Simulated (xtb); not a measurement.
# GFN-FF (ALPB thf, hess scc accuracy 1, imaginary cutoff -50 1/cm, reference state bar1M, symmetry threshold 0.01) run of CH4ClInO (SMILES C[O][InH][Cl])

Aim: vibrations with a bias potential of CH4ClInO. 

Program for the calculation: xtb 6.7.1.

2 further runs of the same task are left out: 2 set aside as unsound or not needed.

## 1. Starting point

CH4ClInO has 8 atoms, charge 0, and is taken as a singlet. SMILES: `C[O][InH][Cl]`. All atoms were displaced at random from a relaxed shape.

Bond lengths: C1–O2 1.337 Å, O2–In3 2.109 Å, In3–Cl4 2.337 Å, C1–H5 1.262 Å, C1–H6 1.155 Å, C1–H7 1.045 Å, In3–H8 1.597 Å. Angles: C1–O2–In3 124.5°, O2–In3–Cl4 108.6°, O2–C1–H5 112.7°, O2–C1–H6 113.0°, O2–C1–H7 113.7°, O2–In3–H8 128.5°, Cl4–In3–H8 119.5°, H5–C1–H6 93.0°, H5–C1–H7 119.3°, H6–C1–H7 102.5°.

## 2. Vibrations with a bias potential at GFN-FF (ALPB thf, hess scc accuracy 1, imaginary cutoff -50 1/cm, reference state bar1M, symmetry threshold 0.01)

xtb.inp

```
$thermo
   imagthr=-50
$hess
   sccacc=1
$symmetry
   desy=0.01
$end
```

start.xyz

```xyz
8
start
C      0.55830900     1.21073800     0.08583400
O      0.63630600     0.06626400     0.77256200
In    -0.46693500    -1.67436900     0.32487800
Cl    -1.44295400    -1.41765600    -1.78247100
H     -0.30959400     1.17229900    -0.82990800
H      0.00280300     2.04419600     0.66012800
H      1.48703900     1.64939900    -0.10783000
H     -0.31141100    -3.13636700     0.94714800
```

Command:

```
$ xtb start.xyz --bhess sloppy --gfnff --alpb thf bar1M --cma -I xtb.inp > run.log 2> xtb.err
```

What values should one expect? Wanted: steric energy; dipole moment; dispersion energy; solvent term in the energy; lowest harmonic wavenumber; highest harmonic wavenumber; zero-point energy.

Computed results:

At GFN-FF (ALPB thf, hess scc accuracy 1, imaginary cutoff -50 1/cm, reference state bar1M, symmetry threshold 0.01):

| quantity | value |
| --- | --- |
| steric energy (arbitrary zero) | -0.82970 Eh |
| dipole moment (from atomic charges) | 1.02 D |
| dispersion energy | -8.13 kJ/mol |
| solvent term in the energy | -27.2 kJ/mol |
| lowest harmonic wavenumber | 63 cm⁻¹ |
| highest harmonic wavenumber | 2989 cm⁻¹ |
| zero-point energy | 115.9 kJ/mol |

**Reading.** All 18 modes are real. The vibrations are taken at a shape not relaxed at this level, so they aren't the harmonic values of a minimum.
